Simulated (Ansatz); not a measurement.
# C₂H₆O₂Si₂: up Jacob's ladder to CCSD(T)

One table from this session's results is given with a row withheld; the runs are named, their logs left out.

Method: functionals in def2-TZVPP, the program's frozen cores in correlated methods; program: Ansatz 0.2.0, Gaussian basis.

Levels to be run: LDA (SPW92), PBE-D4, revPBE-D4, BLYP-D4, r2SCAN-D4, B97M-V, PBE0-D4, B3LYP-D4, r2SCANh-D4, r2SCAN0-D4, HSE06-D4, BHLYP-D4, CAM-B3LYP-D4, LC-ωPBE, ωB97X-V, ωB97M-V, B2PLYP, PBE-QIDH; CCSD(T)/def2-SVP; CCSD(T)/def2-TZVPP; MP2/def2-QZVPP; extrapolation to the limit; RPA on PBE.

### Structure used throughout

An earlier PBE0-D4 in a triple-zeta def2 set relaxation fixed the geometry.

SMILES `O[SiH2]C#C[SiH2]O`, 12 atoms, charge 0, spin multiplicity 1.

Atoms are counted from 1 here; the program's logs count them from 0.

Bond lengths: O1–Si2 1.641 Å, O1–H7 0.958 Å, Si2–C3 1.831 Å, Si2–H8 1.485 Å, Si2–H9 1.478 Å, C3–C4 1.216 Å, C4–Si5 1.831 Å, Si5–O6 1.641 Å, Si5–H10 1.485 Å, Si5–H11 1.478 Å, O6–H12 0.958 Å. Angles: Si2–O1–H7 117.9°, O1–Si2–C3 111.3°, O1–Si2–H8 112.2°, O1–Si2–H9 106.1°, C3–Si2–H8 106.8°, C3–Si2–H9 109.7°, H8–Si2–H9 110.8°, Si2–C3–C4 178.8°, C3–C4–Si5 178.8°, C4–Si5–O6 111.3°, C4–Si5–H10 106.8°, C4–Si5–H11 109.7°, O6–Si5–H10 112.2°, O6–Si5–H11 106.1°, H10–Si5–H11 110.8°, Si5–O6–H12 117.9°.

Geometry (Å):

```mol
C2H6O2Si2
  3D, bonds by distance, orders not assigned

 12 11  0  0  0  0  0  0  0  0999 V2000
    2.8278    1.5770    0.5547 O   0  0
    2.3891   -0.0032    0.6058 Si  0  0
    0.6039   -0.2087    0.2546 C   0  0
   -0.5866   -0.3343    0.0427 C   0  0
   -2.3718   -0.5417   -0.3074 Si  0  0
   -2.8310    0.3489   -1.6066 O   0  0
    2.3344    2.1976    1.0928 H   0  0
    2.6367   -0.6111    1.9374 H   0  0
    3.1835   -0.6831   -0.4383 H   0  0
   -2.6025   -1.9938   -0.5131 H   0  0
   -3.1647   -0.0402    0.8343 H   0  0
   -2.3419    0.2374   -2.4230 H   0  0
  1  2  8  0
  2  3  8  0
  3  4  8  0
  4  5  8  0
  5  6  8  0
  1  7  8  0
  2  8  8  0
  2  9  8  0
  5 10  8  0
  5 11  8  0
  6 12  8  0
M  END
```

Set-up of the first run:

in.yaml

```yaml
crystal:
  periodic: [false, false, false]
  atoms:
    - {symbol: O, position_ang: [2.827765, 1.577019, 0.554668]}
    - {symbol: Si, position_ang: [2.389122, -0.003188, 0.605790]}
    - {symbol: C, position_ang: [0.603924, -0.208665, 0.254586]}
    - {symbol: C, position_ang: [-0.586647, -0.334325, 0.042721]}
    - {symbol: Si, position_ang: [-2.371845, -0.541724, -0.307352]}
    - {symbol: O, position_ang: [-2.831014, 0.348894, -1.606598]}
    - {symbol: H, position_ang: [2.334384, 2.197633, 1.092820]}
    - {symbol: H, position_ang: [2.636749, -0.611063, 1.937405]}
    - {symbol: H, position_ang: [3.183461, -0.683072, -0.438344]}
    - {symbol: H, position_ang: [-2.602478, -1.993793, -0.513093]}
    - {symbol: H, position_ang: [-3.164659, -0.040182, 0.834283]}
    - {symbol: H, position_ang: [-2.341862, 0.237366, -2.422985]}
basis:
  gaussian: {orbitals: def2-TZVPP}
hamiltonian: {xc: lda}
output: {orbitals: {seedname: orbitals}}
```

Among the steps run: LDA; PBE-D4 (GGA); revPBE-D4 (GGA); BLYP-D4 (GGA); r2SCAN-D4 (meta-GGA); B97M-V (meta-GGA); PBE0-D4 (hybrid); B3LYP-D4 (hybrid); r2SCANh-D4 (hybrid); r2SCAN0-D4 (hybrid); HSE06-D4 (hybrid); BHLYP-D4 (hybrid); CAM-B3LYP-D4 (range-separated); LC-ωPBE-D4 (range-separated; the results give it without D4); ωB97X-V (range-separated); ωB97M-V (range-separated); B2PLYP (double hybrid); PBE-QIDH (double hybrid).

One table of the session follows, with a row left open; its other results are not shown here.

It belongs to the step «Frontier levels by functional». 

| functional | HOMO (eV) | gap (eV) |
| --- | --- | --- |
| LDA (SPW92) | -7.15 | 4.94 |
| PBE-D4 | -7.02 | 5.06 |
| revPBE-D4 | -6.97 | 5.11 |
| BLYP-D4 | -6.88 | 5.08 |
| r2SCAN-D4 | -7.30 | 5.57 |
| B97M-V | -7.35 | 5.55 |
| PBE0-D4 | -8.25 | 7.17 |
| B3LYP-D4 | -8.02 | 6.76 |
| r2SCANh-D4 | -7.76 | 6.34 |
| r2SCAN0-D4 | -8.43 | 7.49 |
| HSE06-D4 | -7.85 | 6.40 |
| BHLYP-D4 | -9.32 | 9.23 |
| CAM-B3LYP-D4 | -9.58 | 9.58 |
| LC-ωPBE | -10.98 | 12.11 |
| ωB97X-V | -10.59 | 11.62 |
| ωB97M-V | ? | ? |

Q: Estimate the row for ωB97M-V from the others.

The run gave: HOMO (eV): -10.45; gap (eV): 11.28. In the column «HOMO (eV)» it lies between ωB97X-V (-10.59) and CAM-B3LYP-D4 (-9.58).
